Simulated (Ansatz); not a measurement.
# CH5SeSi radical: basis-set convergence

The task here is to estimate one member of a computed series from the others.

Method: one geometry, several basis sets; program: Ansatz 0.2.0, Gaussian basis.

Levels to be run: PBE0-D4/def2-SVP; ωB97M-V/def2-SVP; PBE0-D4/def2-QZVPP; ωB97M-V/def2-QZVPP; the functionals' def2-TZVPP values are taken from earlier runs.

## The relaxed structure

An earlier PBE0-D4 in a triple-zeta def2 set relaxation fixed the geometry.

SMILES `C[SiH][SeH]`, 8 atoms, charge 0, spin multiplicity 2.

Atoms are counted from 1 here; the program's logs count them from 0.

Bond lengths: C1–Si2 1.877 Å, C1–H4 1.093 Å, C1–H5 1.093 Å, C1–H6 1.092 Å, Si2–Se3 2.280 Å, Si2–H7 1.493 Å, Se3–H8 1.469 Å. Angles: Si2–C1–H4 109.9°, Si2–C1–H5 110.2°, Si2–C1–H6 111.0°, H4–C1–H5 108.8°, H4–C1–H6 108.3°, H5–C1–H6 108.6°, C1–Si2–Se3 113.0°, C1–Si2–H7 111.1°, Se3–Si2–H7 103.2°, Si2–Se3–H8 93.4°.

Set-up of the first run:

in.yaml reads:

```yaml
crystal:
  periodic: [false, false, false]
  atoms:
    - {symbol: C, position_ang: [-0.671696, 0.850000, -0.211796]}
    - {symbol: Si, position_ang: [0.999174, -0.005239, -0.221510]}
    - {symbol: Se, position_ang: [0.926314, -2.114815, 0.640255]}
    - {symbol: H, position_ang: [-0.571500, 1.867649, -0.597616]}
    - {symbol: H, position_ang: [-1.065333, 0.896815, 0.807182]}
    - {symbol: H, position_ang: [-1.388770, 0.314937, -0.837030]}
    - {symbol: H, position_ang: [1.966560, 0.695544, 0.673331]}
    - {symbol: H, position_ang: [-0.102649, -2.561991, -0.308716]}
basis:
  gaussian: {orbitals: def2-SVP}
magnetization: {spin_polarized: true, initial_magnetization: 1}
hamiltonian: {xc: pbe0, dispersion: d4}
output: {orbitals: {seedname: orbitals}}
```

Command:

```console
ansatz run in.yaml --threads 4 --pin off --events-out ev --progress --plain --max-ram 10444MiB
```

Steps of the session up to this table: PBE0-D4 in def2-SVP; ωB97M-V in def2-SVP; PBE0-D4 in def2-QZVPP; ωB97M-V in def2-QZVPP.

One of the session's tables, all rows but one given; the rest of the session is left out.

It belongs to the step «Functionals by basis». 

| functional | basis | HOMO (eV) | LUMO (eV) |
| --- | --- | --- | --- |
| PBE0-D4 | def2-SVP | -5.63 | -2.25 |
| PBE0-D4 | def2-TZVPP | -5.69 | -2.30 |
| PBE0-D4 | def2-QZVPP | -5.71 | -2.32 |
| ωB97M-V | def2-SVP | -7.37 | -0.63 |
| ωB97M-V | def2-TZVPP | -7.45 | -0.74 |
| ωB97M-V | def2-QZVPP | ? | ? |

**Question.** Estimate the row for ωB97M-V, def2-QZVPP.

**Answer.** HOMO (eV): -7.48; LUMO (eV): -0.80. In the column «HOMO (eV)» it is the lowest.
